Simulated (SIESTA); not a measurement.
Wanted: the native input for a SIESTA 5.4.2 run.

```
Task                : single point
Functional          : PBEsol
Potentials or basis : PseudoDojo 0.4 standard (PBEsol files)
Basis               : DZP (energy shift 0.003 Ry; two zetas on semicore shells)
Grid cutoff         : 800 Ry
Energy shift        : 0.003 Ry
k mesh              : 7 × 7 × 8
Occupations         : fermi-dirac, width 0.05 eV
Spin                : no spin polarisation
```

The system is Li2BiO3.

```
CELL_PARAMETERS angstrom
2.19361 -4.87003 0.00000
2.19361 4.87003 0.00000
0.00000 0.00000 3.42873
ATOMIC_POSITIONS crystal
Bi 0.00000 0.00000 0.00000
O 0.50000 0.50000 0.00000
O 0.85217 0.14783 0.50000
O 0.14783 0.85217 0.50000
Li 0.34374 0.65626 0.50000
Li 0.65626 0.34374 0.50000
```

The cell comes from a database or a generator and needn't be the stable form of this composition.

The input as run:

Li2BiO3.fdf

```
SystemName                      Li2BiO3
SystemLabel                     Li2BiO3
NumberOfSpecies                 3
NumberOfAtoms                   6
%block ChemicalSpeciesLabel
  1  83 Bi
  2   8 O
  3   3 Li
%endblock ChemicalSpeciesLabel

LatticeConstant                 1.0 Ang
%block LatticeVectors
     2.1936130600    -4.8700324500     0.0000000000
     2.1936130600     4.8700324500     0.0000000000
     0.0000000000     0.0000000000     3.4287308800
%endblock LatticeVectors
AtomicCoordinatesFormat         Fractional
%block AtomicCoordinatesAndAtomicSpecies
     0.0000000000     0.0000000000     0.0000000000  1  Bi
     0.5000000000     0.5000000000     0.0000000000  2  O
     0.8521663200     0.1478336800     0.5000000000  2  O
     0.1478336800     0.8521663200     0.5000000000  2  O
     0.3437376900     0.6562623100     0.5000000000  3  Li
     0.6562623100     0.3437376900     0.5000000000  3  Li
%endblock AtomicCoordinatesAndAtomicSpecies

%block kgrid.MonkhorstPack
    7   0   0  0.0
    0   7   0  0.0
    0   0   8  0.0
%endblock kgrid.MonkhorstPack
XC.Functional                   GGA
XC.Authors                      PBEsol
PAO.BasisSize                   DZP
PAO.EnergyShift                 0.003 Ry
Mesh.Cutoff                     800 Ry
OccupationFunction              FD
ElectronicTemperature           0.05 eV
MaxSCFIterations                120
SCF.MustConverge                false
SCF.Mixer.Method                Pulay
SCF.Mixer.Weight                0.25
SCF.Mixer.History               8
SCF.DM.Tolerance                5.0e-05
SCF.H.Tolerance                 1.0e-03 eV
WriteForces                     true
Charge.Mulliken                 end
Charge.Hirshfeld                end
Charge.Voronoi                  end
SaveRho                         true
SaveElectrostaticPotential      true
%block PAO.PolarizationScheme
  Li non-perturbative
%endblock PAO.PolarizationScheme
%block PAO.Basis
  Bi 4
  n=6 0 2
    5.772 0.000
  n=6 1 2
    8.065 0.000
  n=5 2 2
    3.889 0.000
  n=6 2 1
    8.065
  Li 3
  n=1 0 2
    2.788 0.000
  n=2 0 2
    9.500 0.000
  n=2 1 1
    9.500
%endblock PAO.Basis
```

Potentials or basis: PseudoDojo 0.4 standard (PBEsol files), DZP (energy shift 0.003 Ry; two zetas on semicore shells).

The run is started by

```sh
$ siesta Li2BiO3.fdf > Li2BiO3.out 2>&1
```

Results of the run:

```json
{
 "Pressure": "3.8 GPa",
 "Largest force": "0.329 eV/Å",
 "Band gap on the k mesh": "none (metal or under the smearing width)",
 "Hirshfeld charges": "Bi +0.74; O -0.28, -0.31; Li +0.09 e",
 "Voronoi charges": "Bi +0.66; O -0.28, -0.27; Li +0.08 e"
}
```

Caveat: Mulliken charges of long-ranged orbitals can have an unphysical sign; spin-orbit coupling is left out, which moves the levels of the heavy elements; the basis of atomic orbitals isn't converged, which shifts pressures, moduli and gaps; an odd number of electrons without spin polarisation forces a metal; a magnetic or distorted state may lie lower.

Wall time 3.4 min on 1 thread of Arm Neoverse V1, on a shared host, peak memory 0.67 GiB.
